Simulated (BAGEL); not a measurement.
# ZrO2 (zirconia): an attempt with BAGEL

Aim: state gradients and their coupling of ZrO2 (zirconia).

The calculation is run with BAGEL 1.2.2.

### Step 1. The molecule

ZrO2 has 3 atoms, charge 0, and is taken as a singlet. SMILES: `[O]=[Zr]=[O]`. Geometry: relaxed at PBE0-D4/def2-TZVP.

Bond lengths: O1–Zr2 1.761 Å, Zr2–O3 1.761 Å. Angles: O1–Zr2–O3 107.9°.

### Step 2. The input as written

File casscf.json:

```json
{ "bagel": [

{
  "title": "molecule",
  "basis": "x2c-svpall.json",
  "dkh": true,
  "geometry": [
    { "atom": "O", "xyz": [  1.23682575,  2.36688197,  0.73396963 ] },
    { "atom": "Zr", "xyz": [  0.65856955, -0.91028107,  0.66480565 ] },
    { "atom": "O", "xyz": [ -1.89539530, -1.45660090, -1.39858630 ] }
  ]
},
{ "title": "hf" },
{
  "title": "forces",
  "dipole": true,
  "grads": [
    { "title": "force", "target": 0 },
    { "title": "force", "target": 1 },
    { "title": "nacme", "target": 0, "target2": 1, "nacmtype": "full" }
  ],
  "method": [
    {
      "title": "casscf",
      "nstate": 2,
      "nact": 2,
      "nclosed": 27,
      "active": [21, 29],
      "maxiter": 200,
      "natocc": true
    }
  ]
}

]}
```

Command:

```sh
$ BAGEL_NUM_THREADS=1 BAGEL casscf.json > casscf.out
```

The log of the run:

```text
* using 1 threads per process

  ===============================================================
  ===============================================================

  *** Geometry ***

  { "atom" : "O", "xyz" : [      1.236826,      2.366882,      0.733970 ] },
  { "atom" : "Zr", "xyz" : [      0.658570,     -0.910281,      0.664806 ] },
  { "atom" : "O", "xyz" : [     -1.895395,     -1.456601,     -1.398586 ] },

  Number of basis functions:       81
  Number of electrons      :       56

    * METHOD: MOLECULE                             0.00

  ERROR: EXCEPTION RAISED:  It seems that DF basis was not specified in molecule block
```

Wall time 0.12 s (1 thread of Arm Neoverse V2, shared host).

### Step 3. Reading the log

The program refused the input.

The telling line is `ERROR: EXCEPTION RAISED:  It seems that DF basis was not specified in molecule block`. What is wrong: no fitting set is given.
